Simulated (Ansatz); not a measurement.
# One shape, several levels: C2H4BClO2 (SMILES CC(=O)OBCl)

We compute a comparison of 4 runs (B3LYP/6-31G*, SVWN5/6-31G**, wB97X/pcseg-1) of C2H4BClO2. 

The results are computed with Ansatz 0.2.0.

1 further run of the same task is left out (set aside as unsound or not needed).

## (1) The system as given

C2H4BClO2: 10 atoms, total charge 0, spin state singlet. As SMILES, `CC(=O)OBCl`. Geometry: relaxed at PBE0-D4/def2-TZVP. This is one conformer, not always the lowest.

Bond lengths: C1–C2 1.491 Å, C2–O3 1.190 Å, C2–O4 1.380 Å, O4–B5 1.361 Å, B5–Cl6 1.745 Å, C1–H7 1.092 Å, C1–H8 1.092 Å, C1–H9 1.087 Å, B5–H10 1.186 Å. Some angles: C1–C2–O3 126.8°, C1–C2–O4 110.6°, O3–C2–O4 122.6°, C2–O4–B5 122.1°, O4–B5–Cl6 116.7°, C2–C1–H7 109.7°, C2–C1–H8 109.3°, C2–C1–H9 109.9°, O4–B5–H10 123.0°, Cl6–B5–H10 120.2°.

## (2) Energy and gradient at B3LYP/6-31G(d) (spherical functions) (run 1)

The input, molecule.yaml:

```yaml
crystal:
  periodic: [false, false, false]
  atoms:
    - {symbol: C, position_ang: [0.215000, -1.656600, -0.156000]}
    - {symbol: C, position_ang: [0.585700, -0.230900, 0.073500]}
    - {symbol: O, position_ang: [1.685000, 0.223600, 0.105500]}
    - {symbol: O, position_ang: [-0.541700, 0.534200, 0.292100]}
    - {symbol: B, position_ang: [-0.547800, 1.882400, 0.106700]}
    - {symbol: Cl, position_ang: [-1.982000, 2.737700, 0.612600]}
    - {symbol: H, position_ang: [-0.447900, -1.730400, -1.020500]}
    - {symbol: H, position_ang: [-0.341700, -2.029000, 0.706400]}
    - {symbol: H, position_ang: [1.111000, -2.251200, -0.312900]}
    - {symbol: H, position_ang: [0.347500, 2.469100, -0.404400]}
basis:
  gaussian: {orbitals: 6-31G_st_-spherical.json}
hamiltonian: {xc: {name: B3LYP}}
accuracy: high
output: {forces: true, orbitals: {seedname: orbitals}}
```

The basis set 6-31G* is read from a file made from the Basis Set Exchange's data (not shown).

Command:

```
$ ansatz run molecule.yaml --threads 1 --pin off --max-ram 2610MiB --events-out events.jsonl --progress --plain --runs-dir runs
```

The log of the run:

```text
Warning: RAYON_NUM_THREADS=1 ignored (pool sized by the plan → 1); use --threads N
Functional definition: B3LYP
  name "B3LYP"
  parameter a0 = 0.2
  parameter ax = 0.72
  parameter ac = 0.81
  exchange = (1 - a0 - ax)*slater_x + ax*b88_x + a0*exact_x
  correlation = (1 - ac)*vwn_rpa_c + ac*lyp_c
2250 factors; integrals over basis functions are off by at most 9.4e-9 eV
mean field evaluation 1: about -19427.8739 eV, gradient 5.9e1 eV
mean field evaluation 2: about -19420.1370 eV, gradient 8.8e1 eV
mean field evaluation 4: about -19434.2142 eV, gradient 4.9e0 eV
mean field evaluation 8: about -19434.5048 eV, gradient 8.3e-1 eV
mean field evaluation 16: about -19434.5067 eV, gradient 1.5e-4 eV
mean field -19434.50667234 eV, -714.2049470267 hartree, gradient 5.2e-8 eV, S^2 0.000000; 0 other end points of the search recorded, 0 dependent functions left out
the calculation of the forces begins
reference -19434.50671061 eV, -714.2049484330 hartree; 27, 27 occupied and 69, 69 virtual orbitals, 2250 factors
Total energy: -19434.50671061 eV, -714.2049484330 hartree
Atom 0 at     0.215000    -1.656600    -0.156000 Å, force    -0.103261    -0.230746    -0.025797 eV/Å
Atom 1 at     0.585700    -0.230900     0.073500 Å, force    -0.402423    -0.315528    -0.032029 eV/Å
Atom 2 at     1.685000     0.223600     0.105500 Å, force     1.044710     0.398437     0.021564 eV/Å
Atom 3 at    -0.541700     0.534200     0.292100 Å, force    -0.410012     0.114353     0.077593 eV/Å
Atom 4 at    -0.547800     1.882400     0.106700 Å, force     0.288330     0.024236    -0.121859 eV/Å
Atom 5 at    -1.982000     2.737700     0.612600 Å, force    -0.340901     0.232570     0.111402 eV/Å
Atom 6 at    -0.447900    -1.730400    -1.020500 Å, force    -0.068586    -0.053486    -0.102136 eV/Å
Atom 7 at    -0.341700    -2.029000     0.706400 Å, force    -0.059555    -0.088735     0.082800 eV/Å
Atom 8 at     1.111000    -2.251200    -0.312900 Å, force     0.082892    -0.082462    -0.020806 eV/Å
Atom 9 at     0.347500     2.469100    -0.404400 Å, force    -0.031194     0.001360     0.009267 eV/Å
Dipole moment:    -0.121521    -0.468160    -0.132619 e Å
```

Wall time 7.8 s (1 thread of Intel Xeon 6975P-C (Granite Rapids), shared host); peak memory 0.37 GiB.

## (3) Energy and forces at B3LYP/6-31G(d) (Cartesian functions) (run 2)

molecule.yaml: that of step 2 with these lines changed.

```diff
@@ -14,5 +14,9 @@
 basis:
-  gaussian: {orbitals: 6-31G_st_-spherical.json}
-hamiltonian: {xc: {name: B3LYP}}
+  gaussian:
+    orbitals: "6-31G*"
+hamiltonian:
+  xc: {name: B3LYP}
 accuracy: high
-output: {forces: true, orbitals: {seedname: orbitals}}
+output:
+  forces: true
+  orbitals: {seedname: orbitals}
```

Command:

```
$ ansatz run molecule.yaml --threads 1 --pin off --max-ram 2610MiB --events-out events.jsonl --progress --plain --runs-dir runs
```

The log of the run:

```text
Warning: RAYON_NUM_THREADS=1 ignored (pool sized by the plan → 1); use --threads N
[... 7 set-up lines as earlier in the session ...]
2283 factors; integrals over basis functions are off by at most 1.1e-8 eV
mean field evaluation 1: about -19428.1849 eV, gradient 5.9e1 eV
mean field evaluation 2: about -19420.4145 eV, gradient 8.9e1 eV
mean field evaluation 4: about -19434.5280 eV, gradient 5.0e0 eV
mean field evaluation 8: about -19434.7151 eV, gradient 6.4e-1 eV
mean field evaluation 16: about -19434.7163 eV, gradient 6.9e-5 eV
mean field -19434.71626094 eV, -714.2126492656 hartree, gradient 6.4e-8 eV, S^2 0.000000; 0 other end points of the search recorded, 0 dependent functions left out
the calculation of the forces begins
reference -19434.71629919 eV, -714.2126506713 hartree; 27, 27 occupied and 75, 75 virtual orbitals, 2283 factors
Total energy: -19434.71629919 eV, -714.2126506713 hartree
Atom 0 at     0.215000    -1.656600    -0.156000 Å, force    -0.102036    -0.223257    -0.023891 eV/Å
Atom 1 at     0.585700    -0.230900     0.073500 Å, force    -0.377452    -0.321136    -0.034722 eV/Å
Atom 2 at     1.685000     0.223600     0.105500 Å, force     1.025055     0.387678     0.020499 eV/Å
Atom 3 at    -0.541700     0.534200     0.292100 Å, force    -0.417323     0.119261     0.076155 eV/Å
Atom 4 at    -0.547800     1.882400     0.106700 Å, force     0.302465     0.012650    -0.126699 eV/Å
Atom 5 at    -1.982000     2.737700     0.612600 Å, force    -0.355614     0.243019     0.116925 eV/Å
Atom 6 at    -0.447900    -1.730400    -1.020500 Å, force    -0.066652    -0.051273    -0.099782 eV/Å
Atom 7 at    -0.341700    -2.029000     0.706400 Å, force    -0.057743    -0.086101     0.081191 eV/Å
Atom 8 at     1.111000    -2.251200    -0.312900 Å, force     0.081542    -0.079469    -0.020255 eV/Å
Atom 9 at     0.347500     2.469100    -0.404400 Å, force    -0.032242    -0.001372     0.010578 eV/Å
Dipole moment:    -0.123006    -0.468042    -0.132602 e Å
```

Run time: 8.7 s. Hardware: 1 thread of Intel Xeon 6975P-C (Granite Rapids), shared host; peak memory 0.39 GiB.

Run 3 isn't shown in full; the table further down has it.

## (4) Energy and gradient at wB97X/pcseg-1 (run 4)

molecule.yaml: that of step 3 with these lines changed.

```diff
@@ -1 +1,4 @@
+basis:
+  gaussian:
+    orbitals: pcseg-1.json
 crystal:
@@ -13,7 +16,4 @@
     - {symbol: H, position_ang: [0.347500, 2.469100, -0.404400]}
-basis:
-  gaussian:
-    orbitals: "6-31G*"
 hamiltonian:
-  xc: {name: B3LYP}
+  xc: {name: wB97X}
 accuracy: high
```

The basis set pcseg-1 is read from a file made from the Basis Set Exchange's data (not shown).

Command:

```
$ ansatz run molecule.yaml --threads 1 --pin off --max-ram 2610MiB --events-out events.jsonl --progress --plain --runs-dir runs
```

The log of the run:

```text
Warning: RAYON_NUM_THREADS=1 ignored (pool sized by the plan → 1); use --threads N
Functional definition: wB97X
  name "wB97X"
  parameter omega = 0.3/bohr
  parameter cx = 0.157706
  parameter cx1 = 0.726479
  parameter cx2 = 1.04760
  parameter cx3 = -5.70635
  parameter cx4 = 13.2794
  parameter css1 = -4.33879
  parameter css2 = 18.2308
  parameter css3 = -31.7430
  parameter css4 = 17.2901
  parameter cos1 = 2.37031
  parameter cos2 = -11.3995
  parameter cos3 = 6.58405
  parameter cos4 = -3.78132
  exchange = spin_sum(e_x_unif_sr(omega)*poly(b97_u_x, 1 - cx, cx1, cx2, cx3, cx4)) + cx*exact_x_sr(omega)
      + exact_x_lr(omega)
  correlation = spin_sum(e_c_pw_same_spin*poly(b97_u_same, 1, css1, css2, css3, css4))
      + integral(e_c_pw_opposite_spin*poly(b97_u_opposite, 1, cos1, cos2, cos3, cos4))
2553 factors; integrals over basis functions are off by at most 1.5e-8 eV
424 factors; integrals over basis functions are off by at most 2.0e-9 eV
mean field evaluation 1: about -19425.5906 eV, gradient 5.4e1 eV
mean field evaluation 2: about -19425.6826 eV, gradient 5.8e1 eV
mean field evaluation 4: about -19430.9523 eV, gradient 3.0e0 eV
mean field evaluation 8: about -19431.1458 eV, gradient 2.7e-1 eV
mean field evaluation 16: about -19431.1460 eV, gradient 9.2e-5 eV
mean field -19431.14598728 eV, -714.0814441288 hartree, gradient 5.0e-8 eV, S^2 0.000000; 0 other end points of the search recorded, 0 dependent functions left out
the calculation of the forces begins
reference -19431.14598416 eV, -714.0814440142 hartree; 27, 27 occupied and 81, 81 virtual orbitals, 2553 factors
Total energy: -19431.14598416 eV, -714.0814440142 hartree
Atom 0 at     0.215000    -1.656600    -0.156000 Å, force    -0.061304    -0.007472     0.010491 eV/Å
Atom 1 at     0.585700    -0.230900     0.073500 Å, force    -0.145113    -0.252343    -0.022475 eV/Å
Atom 2 at     1.685000     0.223600     0.105500 Å, force     0.346744     0.185730     0.003274 eV/Å
Atom 3 at    -0.541700     0.534200     0.292100 Å, force    -0.161291    -0.115447     0.056721 eV/Å
Atom 4 at    -0.547800     1.882400     0.106700 Å, force     0.067719     0.159945    -0.033902 eV/Å
Atom 5 at    -1.982000     2.737700     0.612600 Å, force    -0.192077     0.094066     0.067605 eV/Å
Atom 6 at    -0.447900    -1.730400    -1.020500 Å, force    -0.056510     0.001935    -0.101990 eV/Å
Atom 7 at    -0.341700    -2.029000     0.706400 Å, force    -0.042991    -0.032445     0.097478 eV/Å
Atom 8 at     1.111000    -2.251200    -0.312900 Å, force     0.132662    -0.077390    -0.020498 eV/Å
Atom 9 at     0.347500     2.469100    -0.404400 Å, force     0.112162     0.043422    -0.056704 eV/Å
Dipole moment:    -0.108861    -0.485222    -0.157440 e Å
```

It took 24 s on 1 thread of Intel Xeon 6975P-C (Granite Rapids), shared host; peak memory 0.69 GiB.

## (5) Overview of the runs

```
run                                level  Cartesian functions  energy (Eh)  dipole moment (D)  HOMO energy (eV)  LUMO energy (eV)  wall time
  1   B3LYP/6-31G* (spherical functions)                   no  -714.204948               2.41             -8.01             -1.19      7.8 s
  2   B3LYP/6-31G* (Cartesian functions)                  yes  -714.212651               2.41             -8.02             -1.19      8.7 s
  3  SVWN5/6-31G** (spherical functions)                   no  -710.629671               2.45             -6.74             -2.29        6 s
  4                        wB97X/pcseg-1                   no  -714.081444               2.51            -11.12              0.99       24 s
```

## (6) Summary of results

| quantity | value |
| --- | --- |
| run 4: total energy | -714.08144 Eh |
| run 4: dipole moment | 2.51 D |
| run 4: HOMO energy | -11.12 eV |
| run 4: LUMO energy | 0.99 eV |
| run 4: HOMO–LUMO gap | 12.11 eV |
| run 4: largest force on an atom | 0.393 eV/Å |

The dipole moment (its size) runs from 2.41 D (B3LYP/6-31G*) to 2.51 D (wB97X/pcseg-1). The two ends differ in method and basis. The HOMO–LUMO gap runs from 4.46 eV (SVWN5/6-31G**) to 12.11 eV (wB97X/pcseg-1). Totals of different functionals can't be ranked against each other. All runs together took 47 s, the longest 24 s.
